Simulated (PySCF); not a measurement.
# C6H8SSi: runs on many settings

Aim: see how C6H8SSi (`C=C[SiH2]c1cccs1`) answers to the choice of functional, basis, grid and SCF options.

Computed with PySCF 2.14.0, with density-fitted response routines of our own, on a single molecule in the gas phase. Atoms count from 0, in the outputs and in this text.

1 further run of the same task is left out (it didn't finish).

## (1) The starting structure

16 atoms, charge 0, multiplicity 1; geometry from: GFN2-xTB.

Bonds of the start (Å): C0–C1 1.32, C1–Si2 1.88, Si2–C3 1.88, C3–C4 1.36, C4–C5 1.41, C5–C6 1.36, C6–S7 1.72, S7–C3 1.74, C0–H8 1.08, C0–H9 1.08, C1–H10 1.08, Si2–H11 1.47, Si2–H12 1.47, C4–H13 1.08, C5–H14 1.08, C6–H15 1.07.

## (2) NMR shieldings: PBE0/pcSseg-1

What the job is given:

```
{"job": {"kind": "nmr", "xc": "PBE0", "basis": "pcSseg-1"}, "charge": 0, "multiplicity": 1}
C     -2.208764     1.372445     0.793655
C     -2.505102     0.144404     0.396979
Si    -1.253544    -1.210342     0.010838
C      0.489791    -0.556726     0.233793
C      1.457976    -0.359809    -0.706517
C      2.665411     0.153653    -0.187791
C      2.607826     0.345482     1.154952
S      1.080360    -0.100697     1.801494
H     -1.188167     1.693047     0.929922
H     -2.962856     2.115577     1.006392
H     -3.550322    -0.119283     0.281249
H     -1.465748    -2.343512     0.921176
H     -1.381835    -1.635416    -1.388584
H      1.305935    -0.579086    -1.748704
H      3.533393     0.367990    -0.786015
H      3.368047     0.721217     1.810716
```

With the program's defaults for keys left out, this is: GIAO PBE0/pcSseg-1 NMR shielding, non-relativistic, gas phase.

On the command line:

```console
OMP_NUM_THREADS=1 python probes_run.py task.json out
```

The driver reads the jobs from task.json and runs them one after another.

Standard output:

```text
coarse grid: 14728 points
cycle   1  E = -920.4050610954  dE =  1.169e+00  |g| = 4.181e-01  |ddm| = 3.916e+00
cycle   2  E = -920.3777096279  dE =  2.735e-02  |g| = 5.215e-01  |ddm| = 9.092e-01
cycle   3  E = -920.4494709896  dE = -7.176e-02  |g| = 9.623e-02  |ddm| = 6.169e-01
cycle   4  E = -920.4519192173  dE = -2.448e-03  |g| = 3.523e-02  |ddm| = 1.534e-01
cycle   5  E = -920.4522453714  dE = -3.262e-04  |g| = 8.575e-03  |ddm| = 4.010e-02
cycle   6  E = -920.4522616094  dE = -1.624e-05  |g| = 3.944e-03  |ddm| = 1.317e-02
cycle   7  E = -920.4522654636  dE = -3.854e-06  |g| = 9.860e-04  |ddm| = 4.355e-03
final grid: 133896 points
cycle   8  E = -920.5028488924  dE = -2.222e-05  |g| = 9.502e-03  |ddm| = 3.019e-02
cycle   9  E = -920.5028219984  dE =  2.689e-05  |g| = 1.364e-02  |ddm| = 2.267e-02
cycle  10  E = -920.5028716729  dE = -4.967e-05  |g| = 1.750e-03  |ddm| = 1.576e-02
cycle  11  E = -920.5028725437  dE = -8.708e-07  |g| = 3.670e-04  |ddm| = 2.234e-03
cycle  12  E = -920.5028725749  dE = -3.120e-08  |g| = 1.233e-04  |ddm| = 4.345e-04
cycle  13  E = -920.5028725786  dE = -3.670e-09  |g| = 3.995e-05  |ddm| = 1.551e-04
cycle  14  E = -920.5028725789  dE = -3.238e-10  |g| = 1.986e-05  |ddm| = 5.051e-05
converged SCF energy = -920.5028725789

GIAO shielding tensors (ppm)
atom      isotropic    diamagn.    paramagn.     s11        s22        s33       span
  0 C       41.655     255.094    -213.439    -83.646     37.872    170.739    254.385
  1 C       47.627     261.144    -213.517    -65.912     32.693    176.099    242.011
  2 Si     403.856     881.812    -477.956    369.293    406.210    436.064     66.772
  3 C       48.706     263.329    -214.623    -30.710     22.518    154.311    185.022
  4 C       44.671     250.868    -206.196    -44.387     36.128    142.273    186.661
  5 C       55.012     254.586    -199.575    -27.098     41.094    151.038    178.136
  6 C       43.877     263.176    -219.299    -49.017     37.505    143.143    192.160
  7 S      237.042    1058.070    -821.028     75.632    253.827    381.669    306.037
  8 H       25.704      33.711      -8.007     22.096     24.522     30.496      8.400
  9 H       25.172      28.044      -2.872     22.911     24.609     27.996      5.085
 10 H       25.270      28.272      -3.002     24.140     24.896     26.774      2.634
 11 H       26.582      28.916      -2.334     23.075     24.999     31.670      8.595
 12 H       26.595      29.861      -3.266     22.507     25.629     31.648      9.142
 13 H       24.158      32.633      -8.474     20.663     23.820     27.993      7.330
 14 H       24.354      30.399      -6.045     21.299     24.651     27.113      5.813
 15 H       24.021      30.853      -6.832     21.365     23.515     27.182      5.817
```

Run time: 29 s. Hardware: 1 thread of Intel Xeon Platinum 8488C, shared host; peak memory 0.85 GiB.

The references, computed at this level on geometries of the same kind, shield at (ppm): ¹H TMS 31.72, ¹³C TMS 186.9, ²⁹Si TMS 349.2, ³³S CS2 504. Their shielding less the atom's gives the shift. The references are single molecules in the gas phase. Atoms listed in one row are averaged.

| atoms | environment | σ (ppm) | δ (ppm) | δ scaled to CDCl3 |
| --- | --- | --- | --- | --- |
| C0 | terminal =CH2 carbon | 41.7 | 145.3 | 139.9 |
| C6 | aromatic CH next to the ring sulfur | 43.9 | 143.0 | 133.3 |
| C4 | aromatic CH | 44.7 | 142.3 | 136.9 |
| C1 | alkene CH | 47.6 | 139.3 | 134.0 |
| C3 | substituted aromatic carbon next to the ring sulfur | 48.7 | 138.2 | 128.6 |
| C5 | aromatic CH | 55.0 | 131.9 | 126.8 |
| H15 | hydrogen on an aromatic CH next to the ring sulfur | 24.02 | 7.70 | 7.36 |
| H13 | hydrogen on an aromatic CH | 24.16 | 7.56 | 7.23 |
| H14 | hydrogen on an aromatic CH | 24.35 | 7.36 | 7.05 |
| H9 | hydrogen on a terminal =CH2 carbon | 25.17 | 6.55 | 6.28 |
| H10 | hydrogen on an alkene CH | 25.27 | 6.45 | 6.18 |
| H8 | hydrogen on a terminal =CH2 carbon | 25.70 | 6.01 | 5.77 |
| H11, H12 | hydrogen on a silicon bonded to 2 C | 26.59 | 5.13 | – |
| Si2 | silicon bonded to 2 C, 2 H | 403.9 | -54.7 | – |
| S7 | aromatic ring sulfur | 237 | 267 | – |

The scaled column applies a straight-line fit of computed shieldings to shifts measured in CDCl3, with any fitted terms for Cl, Br or S neighbours (root-mean-square error 0.16 ppm for H, 1.9 ppm for C).

The run also stored atomic charges by several schemes (e):

| atoms | Mulliken | IAO | Hirshfeld | ESP fit |
| --- | --- | --- | --- | --- |
| C0 | -0.15 | -0.27 | -0.09 | -0.39 |
| C1 | -0.49 | -0.43 | -0.14 | -0.18 |
| Si2 | 0.81 | 0.76 | 0.32 | 0.37 |
| C3 | -0.59 | -0.44 | -0.12 | -0.18 |
| C4 | -0.03 | -0.17 | -0.07 | -0.05 |
| C5 | -0.06 | -0.19 | -0.07 | -0.26 |
| C6 | -0.26 | -0.31 | -0.08 | -0.21 |
| S7 | 0.26 | 0.34 | 0.12 | 0.05 |

Mayer bond orders: C0–C1 2.00, C1–Si2 0.89, Si2–C3 0.83, C3–C4 1.58, C4–C5 1.28, C5–C6 1.57, C6–S7 1.19, S7–C3 1.16.

Ring of atoms C3, C4, C5, C6, S7: NICS(0) -12.3, NICS(1) -11.6, NICS(1)zz -28.5 ppm (means of both faces).

## (3) Ultraviolet spectrum: PBE0/def2-SVPD

The job, as its differences from that of step 2:

```diff
@@ -1,2 +1,2 @@
-{"job": {"kind": "nmr", "xc": "PBE0", "basis": "pcSseg-1"}, "charge": 0, "multiplicity": 1}
+{"job": {"kind": "uv", "xc": "PBE0", "basis": "def2-SVPD", "nstates": 6, "ntriplets": 2}, "charge": 0, "multiplicity": 1}
 C     -2.208764     1.372445     0.793655
```

Method: TDDFT PBE0/def2-SVPD, vertical, gas phase, core orbitals frozen in the response.

Standard output:

```text
coarse grid: 14728 points
cycle   1  E = -920.0405458028  dE =  1.105e+00  |g| = 4.017e-01  |ddm| = 7.360e+00
cycle   2  E = -920.0095254055  dE =  3.102e-02  |g| = 5.169e-01  |ddm| = 2.077e+00
cycle   3  E = -920.0834123870  dE = -7.389e-02  |g| = 9.430e-02  |ddm| = 1.443e+00
cycle   4  E = -920.0857991891  dE = -2.387e-03  |g| = 3.738e-02  |ddm| = 3.350e-01
cycle   5  E = -920.0861848610  dE = -3.857e-04  |g| = 9.109e-03  |ddm| = 1.057e-01
cycle   6  E = -920.0862050111  dE = -2.015e-05  |g| = 3.941e-03  |ddm| = 3.156e-02
cycle   7  E = -920.0862091441  dE = -4.133e-06  |g| = 9.724e-04  |ddm| = 1.125e-02
final grid: 133896 points
cycle   8  E = -920.1938400666  dE = -2.206e-05  |g| = 9.487e-03  |ddm| = 1.492e-01
cycle   9  E = -920.1938086277  dE =  3.144e-05  |g| = 1.399e-02  |ddm| = 4.726e-02
cycle  10  E = -920.1938641750  dE = -5.555e-05  |g| = 1.772e-03  |ddm| = 3.669e-02
cycle  11  E = -920.1938651043  dE = -9.293e-07  |g| = 3.361e-04  |ddm| = 4.919e-03
cycle  12  E = -920.1938651315  dE = -2.724e-08  |g| = 1.215e-04  |ddm| = 1.158e-03
cycle  13  E = -920.1938651352  dE = -3.654e-09  |g| = 4.328e-05  |ddm| = 3.523e-04
cycle  14  E = -920.1938651356  dE = -4.109e-10  |g| = 2.105e-05  |ddm| = 1.403e-04
converged SCF energy = -920.1938651356

Static polarisability (au): isotropic 111.435, principal 90.112 110.996 133.198

Singlet excitations
state   eV       nm        f      main configurations
  1   5.5260    224.4   0.13846   H->L 0.84, H-1->L 0.09
  2   5.7210    216.7   0.00533   H->L+1 0.93
  3   5.7224    216.7   0.10241   H-1->L 0.75, H->L 0.11
  4   6.1474    201.7   0.00107   H-1->L+1 0.96
  5   6.1645    201.1   0.00188   H->L+2 0.92
  6   6.2302    199.0   0.00266   H-2->L 0.98

Triplet excitations (Tamm-Dancoff, eV): 3.7021 4.3030
```

Run time: 40 s. Hardware: 1 thread of Intel Xeon Platinum 8488C, shared host; peak memory 0.93 GiB.

Frontier orbitals and where they lie:

| orbital | eV | atoms |
| --- | --- | --- |
| HOMO−3 | -8.93 | C1 30 %, Si2 18 %, C0 16 % |
| HOMO−2 | -7.97 | C1 37 %, C0 36 %, Si2 8 % |
| HOMO−1 | -7.36 | S7 43 %, C4 18 %, C5 17 % |
| HOMO | -7.00 | C3 27 %, C6 26 %, C5 15 % |
| LUMO | -0.79 | S7 20 %, C6 20 %, C3 20 % |
| LUMO+1 | -0.34 | C0 37 %, C1 32 %, Si2 10 % |
| LUMO+2 | 0.48 | S7 51 %, Si2 12 %, C3 8 % |

With each of the 6 states as a Gaussian band of 0.4 eV half-width at 1/e, the curve within the window shown has maxima at 221 nm (ε 9,400) L/(mol cm). Beyond the last state computed it falls off for lack of states. The curve at chosen wavelengths:

(nm, ε (L/mol/cm)): (190, 196), (192, 310), (195, 595), (197, 895), (200, 1570), (202, 2196), (205, 3405), (207, 4361), (210, 5908), (212, 6921), (214, 7836), (217, 8879), (219, 9283), (222, 9395), (224, 9148), (227, 8372), (229, 7653), (231, 6835), (234, 5537), (236, 4688), (239, 3521), (241, 2843), (244, 1997), (246, 1547), (249, 1024), (251, 764)

Ground-state properties from the same run:

| property | computed |
| --- | --- |
| dipole moment (D) | 0.80 |
| polarisability (Å³) | 16.51 |
| HOMO–LUMO gap (eV) | 6.22 |
| −ε(HOMO) (eV) | 7.00 |

## (4) Ultraviolet spectrum: PBE0/def2-SVP

The job, as its differences from that of step 3:

```diff
@@ -1,2 +1,2 @@
-{"job": {"kind": "uv", "xc": "PBE0", "basis": "def2-SVPD", "nstates": 6, "ntriplets": 2}, "charge": 0, "multiplicity": 1}
+{"job": {"kind": "uv", "xc": "PBE0", "basis": "def2-SVP", "nstates": 1, "ntriplets": 5, "tda": true}, "charge": 0, "multiplicity": 1}
 C     -2.208764     1.372445     0.793655
```

Method: TDA PBE0/def2-SVP, vertical, gas phase, core orbitals frozen in the response.

Standard output:

```text
coarse grid: 14728 points
cycle   1  E = -920.0262662114  dE =  1.104e+00  |g| = 3.891e-01  |ddm| = 4.422e+00
cycle   2  E = -920.0026111855  dE =  2.366e-02  |g| = 4.822e-01  |ddm| = 9.649e-01
cycle   3  E = -920.0669818145  dE = -6.437e-02  |g| = 9.118e-02  |ddm| = 6.534e-01
cycle   4  E = -920.0692440185  dE = -2.262e-03  |g| = 3.415e-02  |ddm| = 1.697e-01
cycle   5  E = -920.0695648556  dE = -3.208e-04  |g| = 8.281e-03  |ddm| = 4.402e-02
cycle   6  E = -920.0695813802  dE = -1.652e-05  |g| = 3.641e-03  |ddm| = 1.453e-02
cycle   7  E = -920.0695849352  dE = -3.555e-06  |g| = 8.760e-04  |ddm| = 4.700e-03
final grid: 133896 points
cycle   8  E = -920.1773006246  dE = -1.692e-05  |g| = 9.431e-03  |ddm| = 2.959e-02
cycle   9  E = -920.1772719713  dE =  2.865e-05  |g| = 1.360e-02  |ddm| = 2.605e-02
cycle  10  E = -920.1773249139  dE = -5.294e-05  |g| = 1.688e-03  |ddm| = 1.803e-02
cycle  11  E = -920.1773257595  dE = -8.456e-07  |g| = 3.029e-04  |ddm| = 2.367e-03
cycle  12  E = -920.1773257817  dE = -2.221e-08  |g| = 1.081e-04  |ddm| = 4.349e-04
cycle  13  E = -920.1773257846  dE = -2.926e-09  |g| = 3.545e-05  |ddm| = 1.494e-04
cycle  14  E = -920.1773257849  dE = -2.663e-10  |g| = 1.837e-05  |ddm| = 5.375e-05
converged SCF energy = -920.1773257849

Static polarisability (au): isotropic 96.362, principal 72.504 96.919 119.662

Singlet excitations
state   eV       nm        f      main configurations
  1   5.8606    211.6   0.01111   H->L+1 0.89

Triplet excitations (Tamm-Dancoff, eV): 3.7361 4.3170 4.4853 5.7106 6.0038
```

Wall time 18 s (1 thread of Intel Xeon Platinum 8488C, shared host); peak memory 0.74 GiB.

Key values: HOMO -6.94 eV, LUMO -0.63 eV; lowest singlet 5.86 eV.

## (5) Excited states and response: PBE0/6-31++G**

The job, as its differences from that of step 4:

```diff
@@ -1,2 +1,2 @@
-{"job": {"kind": "uv", "xc": "PBE0", "basis": "def2-SVP", "nstates": 1, "ntriplets": 5, "tda": true}, "charge": 0, "multiplicity": 1}
+{"job": {"kind": "uv", "xc": "PBE0", "basis": "6-31++G**", "nstates": 25, "ntriplets": 2, "tda": false, "scf": {"conv": 0.001, "max_cycle": 73}}, "charge": 0, "multiplicity": 1}
 C     -2.208764     1.372445     0.793655
```

With the program's defaults for keys left out, this is: TDDFT PBE0/6-31++G**, vertical, gas phase, core orbitals frozen in the response.

Standard output:

```text
final grid: 133896 points
cycle   1  E = -920.4914763829  dE =  1.178e+00  |g| = 4.066e-01  |ddm| = 5.933e+00
cycle   2  E = -920.4643352634  dE =  2.714e-02  |g| = 5.077e-01  |ddm| = 2.496e+00
cycle   3  E = -920.5361581712  dE = -7.182e-02  |g| = 9.064e-02  |ddm| = 2.105e+00
cycle   4  E = -920.5383853207  dE = -2.227e-03  |g| = 3.566e-02  |ddm| = 4.740e-01
cycle   5  E = -920.5387418286  dE = -3.565e-04  |g| = 8.141e-03  |ddm| = 1.404e-01
converged SCF energy = -920.5387418286

Static polarisability (au): isotropic 108.167, principal 87.067 108.598 128.836

Singlet excitations
state   eV       nm        f      main configurations
  1   5.5066    225.2   0.16591   H->L 0.87
  2   5.6724    218.6   0.00837   H->L+1 0.96
  3   5.7534    215.5   0.10519   H-1->L 0.82
  4   5.9871    207.1   0.00666   H->L+2 0.49, H->L+3 0.35, H->L+4 0.10
  5   6.0409    205.2   0.00101   H->L+2 0.42, H->L+4 0.35, H->L+3 0.14
  6   6.1512    201.6   0.00074   H-1->L+1 0.97
  7   6.1995    200.0   0.00260   H-2->L 0.97
  8   6.2746    197.6   0.00081   H-1->L+3 0.42, H-1->L+4 0.36
  9   6.4392    192.5   0.00119   H-1->L+2 0.81
 10   6.4960    190.9   0.00876   H->L+3 0.38, H->L+4 0.30, H->L+8 0.09
 11   6.6854    185.5   0.00579   H->L+5 0.61, H->L+6 0.14, H->L+4 0.12
 12   6.7516    183.6   0.00155   H->L+6 0.62, H->L+5 0.17
 13   6.8776    180.3   0.01377   H-1->L+3 0.20, H->L+8 0.16, H-1->L+4 0.15
 14   6.8996    179.7   0.00892   H->L+8 0.47
 15   6.9164    179.3   0.00258   H-3->L+1 0.67, H->L+7 0.09
 16   6.9393    178.7   0.01689   H->L+7 0.64
 17   7.0073    176.9   0.02188   H-2->L+2 0.36, H-2->L+3 0.24, H-1->L+3 0.09
 18   7.0632    175.5   0.03471   H-3->L 0.52, H-4->L 0.21
 19   7.1003    174.6   0.00427   H-1->L+5 0.62
 20   7.1864    172.5   0.11996   H-1->L+6 0.41, H-2->L+1 0.35
 21   7.2193    171.7   0.15874   H-1->L+6 0.33, H-2->L+1 0.32, H-1->L+5 0.10
 22   7.2503    171.0   0.03308   H->L+9 0.62
 23   7.2913    170.0   0.00568   H-1->L+8 0.23, H-2->L+4 0.22, H->L+10 0.08
 24   7.2999    169.8   0.02684   H->L+10 0.48, H-1->L+7 0.20
 25   7.3263    169.2   0.01511   H-4->L 0.18, H-2->L+4 0.17, H-1->L+7 0.16

Triplet excitations (Tamm-Dancoff, eV): 3.6713 4.2873
```

Wall time 46 s (1 thread of Intel Xeon Platinum 8488C, shared host); peak memory 0.92 GiB.

The run ended normally, but its values are not to be used for the molecule: the SCF threshold of 0.001 Eh is far too loose. Its HOMO lies at -6.92 eV, against -7.00 eV in step 3 (PBE0/def2-SVPD), a different level, so the two don't compare directly.

## (6) Run by run: electronic excitations

Excitations and ground-state properties, with basis size and wall time:

| run | lowest singlet (eV) | brightest (eV) | f | gap (eV) | α (Å³) | μ (D) | functions | time |
| --- | --- | --- | --- | --- | --- | --- | --- | --- |
| PBE0/def2-SVPD | 5.53 | 5.53 | 0.138 | 6.22 | 16.51 | 0.80 | 235 | 40 s |
| PBE0/def2-SVP | 5.86 | 5.86 | 0.011 | 6.31 | 14.28 | 0.79 | 160 | 18 s |

## (7) Results

```
                                                              quantity                                            value
                                ¹³C shifts against TMS (PBE0/pcSseg-1)     145.3, 143.0, 142.3, 139.3, 138.2, 131.9 ppm
¹H shifts against TMS (PBE0/pcSseg-1, means over atoms taken as alike)     7.70, 7.56, 7.36, 6.55, 6.45, 6.01, 5.13 ppm
                               ²⁹Si shifts against TMS (PBE0/pcSseg-1)                                        -54.7 ppm
                                ³³S shifts against CS2 (PBE0/pcSseg-1)                                          267 ppm
                                       lowest singlet (PBE0/def2-SVPD)                      5.53 eV (224 nm), f = 0.138
                                                        lowest triplet                                          3.70 eV
                                           range of the lowest singlet                                  5.53 to 5.86 eV
                                         property runs in this session  4, of which 0 failed and 1 gave unsound results
```

**Reading.** Single values in the summary come from the first sound run of each kind (PBE0/pcSseg-1; PBE0/def2-SVPD), which need not be the best level. The most deshielded carbon is C0 (terminal =CH2 carbon), at 145.3 ppm: an sp2 carbon of a C=C bond. At PBE0/pcSseg-1: Shielding is most anisotropic at S7 (span 306 ppm, paramagnetic term -821 ppm). NICS(1)zz of -28 ppm above the planar ring from C3 marks a diatropic (aromatic) ring current. The first singlet state (HOMO→LUMO 0.84, HOMO−1→LUMO 0.09) lies at 5.53 eV and is bright. The lowest triplet lies 1.82 eV below the lowest singlet (triplets in Tamm-Dancoff, singlets in full TDDFT). The lowest singlet runs from 5.53 eV (PBE0/def2-SVPD) to 5.86 eV (PBE0/def2-SVP), while the orbital gap spans 6.22 to 6.31 eV. Some runs use the Tamm-Dancoff approximation and others full TDDFT, which shifts states apart from functional and basis. The lowest state need not be the same one in every run. The runs solved for a few states only, so the brightest column depends on that window.
